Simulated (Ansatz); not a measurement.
# GeH6O2: the cost of one run

Method: RKS r2SCAN-D4/def2-SVP, in Ansatz 0.2.0.

### Step 1. Starting point

Bond lengths: Ge1–O2 2.120 Å, O2–H3 1.010 Å, Ge1–H4 1.550 Å, Ge1–H5 1.549 Å, Ge1–O6 1.769 Å, O6–H7 1.010 Å. Angles: Ge1–O2–H3 109.5°, O2–Ge1–H4 109.5°, O2–Ge1–H5 109.5°, O2–Ge1–O6 109.5°, H4–Ge1–H5 109.5°, H4–Ge1–O6 109.5°, H5–Ge1–O6 109.5°, Ge1–O6–H7 109.5°.

Structure file:

```xyz
9

Ge    0.0000    0.0000    0.0000
O     0.0000    0.0000    2.1200
H    -0.9095   -0.2814    2.4571
H     1.4616    0.0000   -0.5162
H    -0.7300    1.2648   -0.5162
O    -0.8337   -1.4443   -0.5894
H    -1.2883   -1.9100    0.1830
H     0.6884   -1.6150    0.5833
H     0.5338   -1.2523    1.5265
```

### Step 2. Pulling towards end A

Springs on the bonds that form and break draw the guess towards this end; the thresholds are loose.

Contents of input.yaml:

```yaml
crystal:
  periodic: [false, false, false]
  atoms:
    - { symbol: Ge, position_ang: [0.0, 0.0, 0.0] }
    - { symbol: O, position_ang: [0.0, 0.0, 2.12] }
    - { symbol: H, position_ang: [-0.9095, -0.2814, 2.4571] }
    - { symbol: H, position_ang: [1.4616, 0.0, -0.5162] }
    - { symbol: H, position_ang: [-0.73, 1.2648, -0.5162] }
    - { symbol: O, position_ang: [-0.8337, -1.4443, -0.5894] }
    - { symbol: H, position_ang: [-1.2883, -1.91, 0.183] }
    - { symbol: H, position_ang: [0.6884, -1.615, 0.5833] }
    - { symbol: H, position_ang: [0.5338, -1.2523, 1.5265] }
basis:
  gaussian: { orbitals: def2-SVP }
hamiltonian:
  xc: r2scan
  dispersion: d4
relax:
  f_tol: 0.15
  max_steps: 25
  restrain:
    - { distance: [0, 7], at: 2.75, k: 30.0 }
    - { distance: [8, 1], at: 2.21, k: 30.0 }
    - { distance: [0, 1], at: 1.77, k: 30.0 }
    - { distance: [8, 7], at: 0.66, k: 30.0 }
output:
  orbitals: {}
```

Started as:

```
$ ansatz run input.yaml --threads 2 --pin off --max-ram 3072MiB --backend cpu --events-out ev --progress --plain --runs-dir out
```

**Question.** How long does this run take on 2 threads of Arm Neoverse V1, shared host, and how much memory does it need?

About 27 s, with a peak of 0.14 GiB.
